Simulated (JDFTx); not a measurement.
**ClBr (bromine chloride) in JDFTx: the effect of solvent**

The system is ClBr (bromine chloride), in a box.

```
CELL_PARAMETERS angstrom
9.00000 0.00000 0.00000
0.00000 9.00000 0.00000
0.00000 0.00000 12.00000
ATOMIC_POSITIONS crystal
Cl 0.50144 0.50233 0.41383
Br 0.50144 0.50233 0.59184
```

Alike in all runs:

| Item | Value |
| --- | --- |
| Program | JDFTx 1.7.0 (patched build) |
| Task | solvation |
| Functional | PBEsol |
| Potentials or basis | PseudoDojo-SR-PBEsol-0.4.1-standard with smoothed tails |
| Cutoff | 789 eV |
| Density cutoff | 3157 eV |
| k mesh | 1 × 1 × 1 |
| Occupations | fixed |
| Spin | no spin polarisation |

```tsv
solvent	largest force (eV/Å)
EthyleneGlycol	0.14
CCl4	?
methanol	0.16
THF	0.17
CHCl3	0.08
CH2Cl2	0.13
```

Q: What does the run with solvent CCl4 give?

A: Largest force 0.07 eV/Å.

Caveats: forces may be off by hundredths of an eV/Å; forces in the liquid are good to some per cent; the liquid is a continuum model, checked here against plausible ranges alone; solvation energies in this solvent often miss measured ones by over 0.05 eV (some runs).
